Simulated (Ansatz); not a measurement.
# MnO: the cost of one run

Method: DFT r2SCAN+U, PAW, plane waves, scalar-relativistic; U − J = 3.9 eV on Mn d, in Ansatz 0.2.0.

**1. The system as given**

It takes space group Fm-3m (No. 225, cubic). The conventional cell has a = 4.445 Å, b = 4.445 Å, c = 4.445 Å, α = 90.00°, β = 90.00°, γ = 90.00°. Around Mn (site symmetry m-3m) lie 6 O at 2.22 Å. O (site symmetry m-3m) has 6 Mn at 2.22 Å as nearest neighbours.

As a file:

```
Mn O
1.0
    -2.22230   -4.44460   -2.22230
    -2.22230    0.00000   -2.22230
     2.22230    0.00000   -2.22230
Mn O
2 2
Cartesian
  0.0000 0.0000 0.0000
  0.0000 -2.2223 -2.2223
  0.0000 0.0000 -2.2223
  -2.2223 -2.2223 -2.2223
```

Labels such as O4 number the atoms in the order of the input file.

First come: parallel moments, plain SCF; opposed moments +-, plain SCF; no spin polarisation; spin on, no moments given (the program may seed its own), plain SCF. What is tried next depends on their ends.

A plain SCF has the search for lower states switched off and ends at the first converged state. 

The total moment includes the space between the atomic spheres.

**2. Parallel moments, plain SCF**

Contents of input.yaml:

```yaml
crystal:
  lattice:
    - [-2.2223, -4.4446, -2.2223]
    - [-2.2223, 0.0, -2.2223]
    - [2.2223, 0.0, -2.2223]
  atoms:
    - { symbol: Mn, position: [0.0, 0.0, 0.0], spin: 4.5 }
    - { symbol: Mn, position: [0.5, 0.0, 0.5], spin: 4.5 }
    - { symbol: O, position: [0.0, 0.5, 0.5] }
    - { symbol: O, position: [0.5, 0.5, 0.0] }
magnetization:
  spin_polarized: true
hamiltonian:
  xc: r2scan
  pseudopotentials: { kind: paw }
  hubbard: { sites: [{ species: Mn, l: d, u_eff: 3.9 }] }
basis:
  ecutwfc: 500
kpoints:
  mp_grid: { grid: [5, 9, 7] }
scf:
  occupations: { method: gaussian, width: 0.1 }
  lower_state_search: "off"
output:
  forces: true
  stress: true
```

Launch:

```
$ ansatz run input.yaml --threads 2 --pin off --max-ram 5120MiB --backend cpu --events-out ev --progress --plain --runs-dir out
```

**Question.** How long does this run take on 2 threads of Arm Neoverse V2, shared host, and how much memory does it need?

About 22 s, with a peak of 0.68 GiB.
